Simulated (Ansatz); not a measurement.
**FH3OSiSn: how energies converge with the basis set**

How large a basis does FH3OSiSn need? Two functionals are run in growing sets.

Method: one geometry, several basis sets; program: Ansatz 0.2.0, Gaussian basis.

Levels to be run: PBE0-D4/def2-SVP; ωB97M-V/def2-SVP; PBE0-D4/def2-QZVPP; ωB97M-V/def2-QZVPP; the functionals' def2-TZVPP values are taken from earlier runs.

## (1) The relaxed structure

All runs share one geometry, relaxed beforehand with PBE0-D4 in a triple-zeta def2 set. Sn takes the def2 core potential; no spin-orbit term is included.

SMILES `F[SiH]1[O][SnH2]1`, 7 atoms, charge 0, spin multiplicity 1.

Atoms are counted from 1 here; the program's logs count them from 0.

Bond lengths: F1–Si2 1.587 Å, Si2–O3 1.597 Å, Si2–Sn4 2.456 Å, Si2–H5 1.478 Å, O3–Sn4 2.157 Å, Sn4–H6 1.708 Å, Sn4–H7 1.710 Å. Angles: F1–Si2–O3 118.5°, F1–Si2–Sn4 120.7°, F1–Si2–H5 105.8°, O3–Si2–Sn4 60.0°, O3–Si2–H5 120.6°, Sn4–Si2–H5 125.8°, Si2–O3–Sn4 80.2°, Si2–Sn4–O3 39.9°, Si2–Sn4–H6 121.8°, Si2–Sn4–H7 123.3°, O3–Sn4–H6 104.9°, O3–Sn4–H7 105.4°, H6–Sn4–H7 108.0°.

## (2) PBE0-D4 in def2-SVP

in.yaml

```yaml
crystal:
  periodic: [false, false, false]
  atoms:
    - {symbol: F, position_ang: [0.265905, -1.394121, 1.996987]}
    - {symbol: Si, position_ang: [0.652640, -0.865641, 0.551233]}
    - {symbol: O, position_ang: [-0.422944, -1.000563, -0.621619]}
    - {symbol: Sn, position_ang: [-0.414766, 1.142762, -0.375508]}
    - {symbol: H, position_ang: [2.055670, -1.277861, 0.335156]}
    - {symbol: H, position_ang: [-2.033776, 1.550666, -0.013116]}
    - {symbol: H, position_ang: [-0.041531, 1.776858, -1.919033]}
basis:
  gaussian: {orbitals: def2-SVP}
hamiltonian: {xc: pbe0, dispersion: d4}
output: {orbitals: {seedname: orbitals}}
```

Run with:

```bash
$ ansatz run in.yaml --threads 2 --pin off --events-out ev --progress --plain --max-ram 4352MiB
```

Further steps of the session: ωB97M-V in def2-SVP; PBE0-D4 in def2-QZVPP; ωB97M-V in def2-QZVPP.

Q: Predict the results of all the runs planned. Wanted: PBE0-D4: double and triple zeta above quadruple; ωB97M-V: double and triple zeta above quadruple.

As calculated:

```
                                       quantity           value
PBE0-D4: double and triple zeta above quadruple  10.09, 0.62 eV
ωB97M-V: double and triple zeta above quadruple  10.20, 0.58 eV
```

In words: PBE0-D4 gains 9.47 eV from double to triple zeta, then 0.62 eV more. Total energies overstate the basis error of differences, where much of it tends to cancel.
